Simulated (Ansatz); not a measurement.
# GdInPt4: the cost of one run

Method: DFT PBEsol, scalar-relativistic, plane waves, PAW, in Ansatz 0.2.0.

1 further run of the same task is left out (set aside as unsound or not needed). Runs told in other sessions of the task aren't counted.

### Step 1. Starting point

The cell holds 25 atoms (Gd4In4NPt16): a = 7.555 Å, b = 7.555 Å, c = 7.555 Å, α = 90.00°, β = 90.00°, γ = 90.00°.

As a file:

```
CELL_PARAMETERS angstrom
7.55527 0.00000 0.00000
0.00000 -7.55527 0.00000
0.00000 0.00000 -7.55527
ATOMIC_POSITIONS crystal
Gd 0.50000 0.00000 0.50000
Gd 0.00000 0.50000 0.50000
Gd 0.99887 0.99809 0.99926
Gd 0.50000 0.50000 0.00000
In 0.25000 0.25000 0.25000
In 0.75000 0.75000 0.25000
In 0.75000 0.25000 0.75000
In 0.26184 0.74928 0.73352
Pt 0.37741 0.86832 0.12113
Pt 0.87542 0.37542 0.12458
Pt 0.87542 0.87542 0.62458
Pt 0.37542 0.37542 0.62458
Pt 0.37542 0.12458 0.87542
Pt 0.87542 0.62458 0.87542
Pt 0.87542 0.12458 0.37542
Pt 0.37542 0.62458 0.37542
Pt 0.62458 0.87542 0.87542
Pt 0.12458 0.37542 0.87542
Pt 0.12458 0.87542 0.37542
Pt 0.62458 0.37542 0.37542
Pt 0.62458 0.12458 0.12458
Pt 0.13624 0.62139 0.12880
Pt 0.12458 0.12458 0.62458
Pt 0.62458 0.62458 0.62458
N 0.18750 0.83098 0.97591
```

The host was relaxed before at PBEsol: a = 7.555 Å, b = 7.555 Å, c = 7.555 Å, α = 90.00°, β = 90.00°, γ = 90.00° (conventional cell), 17.970 Å³/atom.

Places, in fractions of the supercell: N as an interstitial at (0.188, 0.833, 0.979). Its neighbours start displaced at random, with a spread of 0.05 Å in each coordinate.

### Step 2. The perfect crystal in the supercell of 24 atoms

input.yaml reads:

```yaml
crystal:
  lattice:
    - [7.5552690992, 0.0, 0.0]
    - [0.0, -7.5552690992, 0.0]
    - [0.0, 0.0, -7.5552690992]
  atoms:
    - { symbol: Gd, position: [0.5, 1.0, 0.5], spin: 7.61 }
    - { symbol: Gd, position: [0.0, 0.5, 0.5], spin: 7.61 }
    - { symbol: Gd, position: [0.0, 1.0, 0.0], spin: 7.61 }
    - { symbol: Gd, position: [0.5, 0.5, 0.0], spin: 7.61 }
    - { symbol: In, position: [0.25, 0.25, 0.25] }
    - { symbol: In, position: [0.75, 0.75, 0.25] }
    - { symbol: In, position: [0.75, 0.25, 0.75] }
    - { symbol: In, position: [0.25, 0.75, 0.75] }
    - { symbol: Pt, position: [0.3754159893, 0.8754159893, 0.1245840107] }
    - { symbol: Pt, position: [0.8754159893, 0.3754159893, 0.1245840107] }
    - { symbol: Pt, position: [0.8754159893, 0.8754159893, 0.6245840107] }
    - { symbol: Pt, position: [0.3754159893, 0.3754159893, 0.6245840107] }
    - { symbol: Pt, position: [0.3754159893, 0.1245840107, 0.8754159893] }
    - { symbol: Pt, position: [0.8754159893, 0.6245840107, 0.8754159893] }
    - { symbol: Pt, position: [0.8754159893, 0.1245840107, 0.3754159893] }
    - { symbol: Pt, position: [0.3754159893, 0.6245840107, 0.3754159893] }
    - { symbol: Pt, position: [0.6245840107, 0.8754159893, 0.8754159893] }
    - { symbol: Pt, position: [0.1245840107, 0.3754159893, 0.8754159893] }
    - { symbol: Pt, position: [0.1245840107, 0.8754159893, 0.3754159893] }
    - { symbol: Pt, position: [0.6245840107, 0.3754159893, 0.3754159893] }
    - { symbol: Pt, position: [0.6245840107, 0.1245840107, 0.1245840107] }
    - { symbol: Pt, position: [0.1245840107, 0.6245840107, 0.1245840107] }
    - { symbol: Pt, position: [0.1245840107, 0.1245840107, 0.6245840107] }
    - { symbol: Pt, position: [0.6245840107, 0.6245840107, 0.6245840107] }
basis:
  ecutwfc: 420
  xc_grid: 2
kpoints:
  mp_grid: { grid: [3, 3, 3], shift: [0.0, 0.0, 0.0] }
hamiltonian:
  xc: pbesol
scf:
  occupations: { method: gaussian, width: 0.05 }
  lower_state_search: "off"
output:
  forces: true
  stress: true
  eigenvalues: true
  populations: true
  hubbard: { sites: [{ species: Gd, l: f }] }
magnetization:
  spin_polarized: true
```

The run is started by

```sh
$ ansatz run input.yaml --threads 8 --pin off --max-ram 14336MiB --backend cpu --events-out ev --progress --plain --runs-dir out
```

**Question.** How long does this run take on 8 threads of Arm Neoverse V1, shared host, and how much memory does it need?

About 55 s, with a peak of 3.9 GiB.
